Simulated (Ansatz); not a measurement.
# ReS3: the cost of one run

Method: DFT PBE, scalar-relativistic, plane waves, PAW, in Ansatz 0.2.0.

**1. Starting point**

Symmetry: Im-3m, No. 229, cubic system. Conventional cell: a = 5.570 Å, b = 5.570 Å, c = 5.570 Å, α = 90.00°, β = 90.00°, γ = 90.00°. Re (site symmetry m-3m) is surrounded by 6 S at 2.79 Å. Around S (site symmetry 4/mmm) lie 2 Re at 2.79 Å and 4 S at 2.79 Å.

As a file:

```cif
data_structure
_symmetry_space_group_name_H-M 'Im-3m'
_symmetry_Int_Tables_number 229
_cell_length_a 5.5705
_cell_length_b 5.5705
_cell_length_c 5.5705
_cell_angle_alpha 90.000
_cell_angle_beta 90.000
_cell_angle_gamma 90.000
_cell_volume 172.85
loop_
_atom_site_label
_atom_site_type_symbol
_atom_site_symmetry_multiplicity
_atom_site_Wyckoff_symbol
_atom_site_fract_x
_atom_site_fract_y
_atom_site_fract_z
_atom_site_occupancy
Re1 Re 2 a 0.00000 0.00000 0.00000 1
S1 S 6 b 0.50000 0.00000 0.00000 1
```

A structure generator made this guess: random cell by space group and Wyckoff sites (Im-3m, No. 229). Lengths come from tabulated atomic sizes and are only a guess.

**2. Probe: one point on a coarse mesh**

The input, input.yaml:

```yaml
crystal:
  lattice:
    - [-2.7852381, 2.7852381, 2.7852381]
    - [2.7852381, -2.7852381, 2.7852381]
    - [2.7852381, 2.7852381, -2.7852381]
  atoms:
    - { symbol: Re, position: [0.0, 0.0, 0.0], spin: 1.0 }
    - { symbol: S, position: [0.0, 0.5, 0.5] }
    - { symbol: S, position: [0.5, 0.0, 0.5] }
    - { symbol: S, position: [0.5, 0.5, 0.0] }
basis:
  ecutwfc: 420
kpoints:
  mp_grid: { grid: [4, 4, 4] }
hamiltonian:
  xc: pbe
scf:
  occupations: { method: gaussian, width: 0.1 }
  lower_state_search: "off"
output:
  forces: true
  stress: true
  eigenvalues: true
  populations: true
magnetization:
  spin_polarized: true
```

Launch:

```
$ ansatz run input.yaml --threads 1 --pin off --max-ram 2560MiB --backend cpu --events-out ev --progress --plain --runs-dir out
```

What time and memory should one allow on 1 thread of Arm Neoverse V1, shared host?

About 3.6 s, with a peak of 0.33 GiB.
